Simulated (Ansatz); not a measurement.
# CH5BFNS: one species, many methods

An exercise on one series of results from a longer session: the logs are not shown, and one member is left open.

Method: functionals in def2-TZVPP, the program's frozen cores in correlated methods; program: Ansatz 0.2.0, Gaussian basis.

Plan: PBE-D4, r2SCAN-D4, PBE0-D4, B3LYP-D4, ωB97X-V, ωB97M-V, B2PLYP; CCSD(T)/def2-TZVPP; MP2/def2-QZVPP; extrapolation to the limit.

### The geometry

An earlier PBE0-D4 in a triple-zeta def2 set relaxation fixed the geometry.

SMILES `BNC(F)S`, 10 atoms, charge 0, spin multiplicity 1.

Atoms are counted from 1 here; the program's logs count them from 0.

Bond lengths: B1–N2 1.392 Å, B1–H6 1.194 Å, B1–H7 1.193 Å, N2–C3 1.421 Å, N2–H8 1.010 Å, C3–F4 1.384 Å, C3–S5 1.805 Å, C3–H9 1.093 Å, S5–H10 1.343 Å. Angles: N2–B1–H6 117.8°, N2–B1–H7 120.0°, H6–B1–H7 122.3°, B1–N2–C3 129.6°, B1–N2–H8 119.0°, C3–N2–H8 111.4°, N2–C3–F4 109.1°, N2–C3–S5 111.7°, N2–C3–H9 110.8°, F4–C3–S5 110.5°, F4–C3–H9 105.4°, S5–C3–H9 109.1°, C3–S5–H10 92.4°.

Geometry (Å):

```xyz
10

B     0.05858    1.28439    1.06226
N     0.26484   -0.06460    0.78728
C     0.02445   -0.79126   -0.40941
F    -1.02067   -1.67516   -0.20147
S    -0.34190    0.30610   -1.79492
H     0.30141    1.67037    2.16568
H    -0.33581    2.01337    0.20483
H     0.59080   -0.67023    1.52671
H     0.88449   -1.41476   -0.66467
H    -0.34309   -0.70932   -2.67330
```

The first run:

in.yaml

```yaml
crystal:
  periodic: [false, false, false]
  atoms:
    - {symbol: B, position_ang: [0.058583, 1.284394, 1.062261]}
    - {symbol: N, position_ang: [0.264836, -0.064601, 0.787281]}
    - {symbol: C, position_ang: [0.024454, -0.791259, -0.409413]}
    - {symbol: F, position_ang: [-1.020668, -1.675164, -0.201467]}
    - {symbol: S, position_ang: [-0.341896, 0.306097, -1.794919]}
    - {symbol: H, position_ang: [0.301412, 1.670369, 2.165683]}
    - {symbol: H, position_ang: [-0.335815, 2.013366, 0.204835]}
    - {symbol: H, position_ang: [0.590800, -0.670233, 1.526714]}
    - {symbol: H, position_ang: [0.884486, -1.414756, -0.664672]}
    - {symbol: H, position_ang: [-0.343094, -0.709315, -2.673302]}
basis:
  gaussian: {orbitals: def2-TZVPP}
hamiltonian: {xc: pbe, dispersion: d4}
output: {forces: true, orbitals: {seedname: orbitals}}
```

On the command line:

```console
> ansatz run in.yaml --threads 4 --pin off --events-out ev --progress --plain --max-ram 10444MiB
```

Steps of the session up to this table: PBE-D4 (GGA); r2SCAN-D4 (meta-GGA); PBE0-D4 (hybrid); B3LYP-D4 (hybrid); ωB97X-V (range-separated); ωB97M-V (range-separated); B2PLYP (double hybrid); CCSD(T) in def2-TZVPP; MP2 in def2-QZVPP.

One of the session's tables, all rows but one given; the rest of the session is left out.

| method | atomisation energy (kJ/mol) |
| --- | --- |
| PBE-D4 | 3698.3 |
| r2SCAN-D4 | 3603.5 |
| PBE0-D4 | 3610.5 |
| B3LYP-D4 | ? |
| ωB97X-V | 3611.9 |
| ωB97M-V | 3619.4 |
| B2PLYP | 3554.7 |
| HF/def2-TZVPP | 2529.8 |
| MP2/def2-TZVPP | 3549.6 |
| CCSD/def2-TZVPP | 3414.7 |
| CCSD(T)/def2-TZVPP | 3476.7 |
| MP2/CBS | 3652.2 |
| CCSD(T)/CBS | 3579.3 |

Q: Estimate the row for B3LYP-D4 from the others.

**Answer.** atomisation energy (kJ/mol): 3602.2. In the column «atomisation energy (kJ/mol)» it lies between CCSD(T)/CBS (3579.3) and r2SCAN-D4 (3603.5).

Among the levels timed on like hardware and quicker than the yardstick, those that no quicker one beats, quickest first: PBE-D4 (1.8 s, +118.9 kJ/mol); PBE0-D4 (2 s, +31.1 kJ/mol); B3LYP-D4 (3 s, +22.9 kJ/mol).

B2PLYP carry no dispersion term (for B3LYP, D4 adds 31.7 kJ/mol).
